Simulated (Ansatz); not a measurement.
# InRu3: the cost of one run

Computed with Ansatz 0.2.0 (DFT PBE, scalar-relativistic, plane waves, PAW, unless a step's input says otherwise).

1 further run of the same task is left out (it didn't finish).

### 1 The structure to begin with

Symmetry: Fm-3m, No. 225, cubic system. The conventional cell has a = 6.839 Å, b = 6.839 Å, c = 6.839 Å, α = 90.00°, β = 90.00°, γ = 90.00°. In (site symmetry m-3m) is surrounded by 8 Ru at 2.96 Å. Ru (site symmetry -43m) has 4 In at 2.96 Å and 4 Ru at 2.96 Å in its first shell of neighbours. Ru (site symmetry m-3m) is surrounded by 8 Ru at 2.96 Å.

Coordinates:

```cif
data_structure
_symmetry_space_group_name_H-M 'Fm-3m'
_symmetry_Int_Tables_number 225
_cell_length_a 6.8386
_cell_length_b 6.8386
_cell_length_c 6.8386
_cell_angle_alpha 90.000
_cell_angle_beta 90.000
_cell_angle_gamma 90.000
_cell_volume 319.82
loop_
_atom_site_label
_atom_site_type_symbol
_atom_site_symmetry_multiplicity
_atom_site_Wyckoff_symbol
_atom_site_fract_x
_atom_site_fract_y
_atom_site_fract_z
_atom_site_occupancy
In1 In 4 a 0.00000 0.00000 0.00000 1
Ru1 Ru 8 c 0.25000 0.75000 0.75000 1
Ru2 Ru 4 b 0.50000 0.00000 0.00000 1
```

A structure generator made this guess: species swapped into a database cell of PmCd3 (Fm-3m, No. 225), with In on the Pm sites and Ru on the Cd sites. The dimensions are guesses.

### 2 The guess as it stands, on a coarse mesh

input.yaml

```yaml
crystal:
  lattice:
    - [0.0, 3.41929827, 3.41929827]
    - [3.41929827, 0.0, 3.41929827]
    - [3.41929827, 3.41929827, 0.0]
  atoms:
    - { symbol: In, position: [0.0, 0.0, 0.0] }
    - { symbol: Ru, position: [0.25, 0.25, 0.25] }
    - { symbol: Ru, position: [0.75, 0.75, 0.75] }
    - { symbol: Ru, position: [0.5, 0.5, 0.5] }
basis:
  ecutwfc: 420
kpoints:
  mp_grid: { grid: [4, 4, 4] }
hamiltonian:
  xc: pbe
scf:
  occupations: { method: gaussian, width: 0.1 }
  lower_state_search: "off"
output:
  forces: true
  stress: true
  eigenvalues: true
```

Launch:

```bash
$ ansatz run input.yaml --threads 1 --pin off --max-ram 2560MiB --backend cpu --events-out ev --progress --plain --runs-dir out
```

**Question.** How long does this run take on 1 thread of Arm Neoverse V1, shared host, and how much memory does it need?

About 1.7 s, with a peak of 0.33 GiB.
